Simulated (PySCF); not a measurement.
# H6NO3Pr (Pr(OH)3(NH3)+): the cost of one run

The runs use PySCF 2.14.0; several levels, as the steps say, no spin–orbit coupling.

1 further run of the same task is left out (for a known fault of the program).

## (1) Where the work starts

11 atoms, charge 1, spin multiplicity 1.

Bond lengths: Pr1–O2 2.019 Å, Pr1–H3 2.971 Å, Pr1–O4 2.019 Å, Pr1–H5 2.970 Å, Pr1–O6 2.019 Å, Pr1–H7 2.971 Å, Pr1–N8 2.527 Å, O2–H3 0.964 Å, O4–H5 0.964 Å, O6–H7 0.964 Å, N8–H9 1.026 Å, N8–H10 1.026 Å, N8–H11 1.026 Å. Angles: O2–Pr1–H3 3.6°, O2–Pr1–O4 113.6°, O2–Pr1–H5 112.1°, O2–Pr1–O6 113.2°, O2–Pr1–H7 111.7°, O2–Pr1–N8 105.1°, H3–Pr1–O4 112.2°, H3–Pr1–H5 110.4°, H3–Pr1–O6 111.6°, H3–Pr1–H7 109.9°, H3–Pr1–N8 108.6°, O4–Pr1–H5 3.7°, O4–Pr1–O6 113.5°, O4–Pr1–H7 112.1°, O4–Pr1–N8 105.1°, H5–Pr1–O6 111.9°, H5–Pr1–H7 110.3°, H5–Pr1–N8 108.8° and more.

Coordinates:

```xyz
11
H6NO3Pr
Pr    0.0516   -0.0936    0.1470
O     1.1866    1.1860    1.2198
H     1.7983    1.6423    1.8085
O    -1.2805   -1.1236    1.2613
H    -1.7597   -1.6956    1.8709
O     1.1297   -1.2580   -1.1018
H     1.7156   -1.8841   -1.5420
N    -1.3453    1.3746   -1.3620
H    -1.9647    2.0113   -0.8490
H    -0.7863    1.9769   -1.9760
H    -1.9606    0.8451   -1.9891
```

Formal oxidation states: Pr +4. Each metal's 1 4f electrons lie in its core potential, so multiplicities, spins and levels count the valence alone. An earlier session relaxed this geometry at PBE0, Pr lcecp-2-SVP with ECP47, O def2-SVP, H def2-SVP, N def2-SVP (singlet, point group C3).

At PBE0 on the finer grid: E = -322.780788 Eh, frontier levels not given, since the 4f levels lie in the core, Mulliken charge on Pr1 +1.44 e, largest force component 0.023 eV/Å. 

Levels to run: BP86; TPSS; PBE0, TZVP. Hardware: 2 threads of Arm Neoverse V2, shared host.

## (2) BP86

Contents of run.py (the lines that set the calculation):

```python
mol = gto.M(atom='''
Pr     0.05159    -0.09364     0.14705
O      1.18665     1.18598     1.21984
H      1.79827     1.64229     1.80849
O     -1.28053    -1.12364     1.26127
H     -1.75970    -1.69561     1.87094
O      1.12968    -1.25803    -1.10179
H      1.71561    -1.88415    -1.54198
N     -1.34529     1.37456    -1.36198
H     -1.96472     2.01129    -0.84902
H     -0.78632     1.97686    -1.97604
H     -1.96060     0.84509    -1.98912''',
    basis={'Pr': 'lcecp-2-SVP', 'O': 'def2-SVP', 'H': 'def2-SVP', 'N': 'def2-SVP'},
    ecp={'Pr': 'lcecp-2-SVP'},
    charge=1, spin=0)
mf = dft.RKS(mol, xc='B88,P86')
mf.grids.atom_grid = (75, 302)  # f atoms: unpruned, at least (60, 302)
mf = mf.density_fit()  # fitting sets: Pr AutoAux, O def2-universal-JKFIT, H def2-universal-JKFIT, N def2-universal-JKFIT
mf.conv_tol = 1e-08; mf.max_cycle = 55
mf.kernel(dm0)  # dm0: the density of the relaxed state
```

Started as:

```bash
OMP_NUM_THREADS=2 python run.py
```

**Question.** How long does this run take on 2 threads of Arm Neoverse V2, shared host?

About 8.8 s.
